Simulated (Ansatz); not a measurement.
# C2H7BN radical: how energies converge with the basis set

The task here is to estimate one member of a computed series from the others.

Program: Ansatz 0.2.0, Gaussian basis. Level of theory: one geometry, several basis sets. These are calculated values, not measurements.

The runs, in order: PBE0-D4/def2-SVP; ωB97M-V/def2-SVP; PBE0-D4/def2-QZVPP; ωB97M-V/def2-QZVPP; the functionals' def2-TZVPP values are taken from earlier runs.

## The relaxed structure

All runs share one geometry, relaxed beforehand with PBE0-D4 in a triple-zeta def2 set.

SMILES `B[N]CC`, 11 atoms, charge 0, spin multiplicity 2.

Atoms are counted from 1 here; the program's logs count them from 0.

Bond lengths: B1–N2 1.333 Å, B1–H5 1.204 Å, B1–H6 1.210 Å, N2–C3 1.393 Å, C3–C4 1.521 Å, C3–H7 1.099 Å, C3–H8 1.104 Å, C4–H9 1.092 Å, C4–H10 1.091 Å, C4–H11 1.091 Å. Angles: N2–B1–H5 121.1°, N2–B1–H6 118.7°, H5–B1–H6 120.2°, B1–N2–C3 164.9°, N2–C3–C4 114.2°, N2–C3–H7 109.7°, N2–C3–H8 107.3°, C4–C3–H7 110.5°, C4–C3–H8 109.9°, H7–C3–H8 104.9°, C3–C4–H9 110.3°, C3–C4–H10 110.6°, C3–C4–H11 110.6°, H9–C4–H10 108.4°, H9–C4–H11 108.7°, H10–C4–H11 108.2°.

Set-up of the first run:

in.yaml

```yaml
crystal:
  periodic: [false, false, false]
  atoms:
    - {symbol: B, position_ang: [-0.550993, 2.050387, 0.161563]}
    - {symbol: N, position_ang: [-0.413007, 0.768958, -0.178647]}
    - {symbol: C, position_ang: [0.060664, -0.456150, -0.642991]}
    - {symbol: C, position_ang: [0.405703, -1.447682, 0.457286]}
    - {symbol: H, position_ang: [-1.575550, 2.458340, 0.643793]}
    - {symbol: H, position_ang: [0.377103, 2.804627, -0.022818]}
    - {symbol: H, position_ang: [-0.667098, -0.893215, -1.341365]}
    - {symbol: H, position_ang: [0.954282, -0.250203, -1.257493]}
    - {symbol: H, position_ang: [0.781058, -2.378254, 0.025948]}
    - {symbol: H, position_ang: [-0.476783, -1.677855, 1.056675]}
    - {symbol: H, position_ang: [1.169921, -1.035950, 1.118550]}
basis:
  gaussian: {orbitals: def2-SVP}
magnetization: {spin_polarized: true, initial_magnetization: 1}
hamiltonian: {xc: pbe0, dispersion: d4}
output: {orbitals: {seedname: orbitals}}
```

Launch:

```console
ansatz run in.yaml --threads 4 --pin off --events-out ev --progress --plain --max-ram 10444MiB
```

Steps of the session up to this table: PBE0-D4 in def2-SVP; ωB97M-V in def2-SVP; PBE0-D4 in def2-QZVPP; ωB97M-V in def2-QZVPP.

One of the session's tables, all rows but one given; the rest of the session is left out.

It belongs to the step «Density functionals: the series». 

```
functional       basis  HOMO (eV)  LUMO (eV)
   PBE0-D4    def2-SVP      -6.98      -2.51
   PBE0-D4  def2-TZVPP      -7.04      -2.58
   PBE0-D4  def2-QZVPP      -7.05      -2.60
   ωB97M-V    def2-SVP      -9.08      -0.47
   ωB97M-V  def2-TZVPP          ?          ?
   ωB97M-V  def2-QZVPP      -9.17      -0.63
```

Q: Estimate the row for ωB97M-V, def2-TZVPP from the others.

**Answer.** HOMO (eV): -9.16; LUMO (eV): -0.60. In the column «HOMO (eV)» it lies between ωB97M-V, def2-QZVPP (-9.17) and ωB97M-V, def2-SVP (-9.08).
